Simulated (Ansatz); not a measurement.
# BN: the cost of one run

Method: DFT r²SCAN, scalar-relativistic, plane waves, PAW, in Ansatz 0.2.0.

1 further run of the same task is left out (set aside as unsound or not needed).

## 1. The structure to begin with

It takes space group P6_3/mmc (No. 194, hexagonal). The conventional cell has a = 2.504 Å, b = 2.504 Å, c = 6.661 Å, α = 90.00°, β = 90.00°, γ = 120.00°. Around B (site symmetry -6m2) lie 3 N at 1.45 Å. Around N (site symmetry -6m2) lie 3 B at 1.45 Å.

Structure file:

```
CELL_PARAMETERS angstrom
2.50399 0.00000 0.00000
-1.25200 2.16852 0.00000
0.00000 0.00000 6.66120
ATOMIC_POSITIONS crystal
B 0.33333 0.66667 0.25000
B 0.66667 0.33333 0.75000
N 0.33333 0.66667 0.75000
N 0.66667 0.33333 0.25000
```

The cell is the deposited one, not relaxed. An earlier run on this cell at r²SCAN gave -0.61 GPa at 9.043 Å³/atom (16×16×6 mesh), mesh gap 4.80 eV.

## 2. Bands on a fine mesh

input.yaml

```yaml
crystal:
  lattice:
    - [2.5039909975, 0.0, 0.0]
    - [-1.2519954988, 2.1685198147, 0.0]
    - [0.0, 0.0, 6.6611981197]
  atoms:
    - { symbol: B, position: [0.3333333333, 0.6666666667, 0.25] }
    - { symbol: B, position: [0.6666666667, 0.3333333333, 0.75] }
    - { symbol: "N", position: [0.3333333333, 0.6666666667, 0.75] }
    - { symbol: "N", position: [0.6666666667, 0.3333333333, 0.25] }
basis:
  ecutwfc: 500
  ecutrho_ratio: 4
kpoints:
  mp_grid: { grid: [16, 16, 6] }
hamiltonian:
  xc: r2scan
scf:
  occupations: { method: gaussian, width: 0.05 }
output:
  forces: true
  stress: true
  eigenvalues: true
  eigenstates:
    nscf_kmesh: { grid: [20, 20, 8] }
    de_dk: true
    e_range: [-2.5, 7.300873507332]
  write_density: true
  write_potential: true
  elf: true
  volumetric_format: npy
```

On the command line:

```
$ ansatz run input.yaml --threads 4 --pin off --max-ram 9216MiB --backend cpu --events-out ev --progress --plain --runs-dir out
```

**Question.** How long does this run take on 4 threads of Arm Neoverse V1, shared host, and how much memory does it need?

About 4.2 s, with a peak of 0.47 GiB.
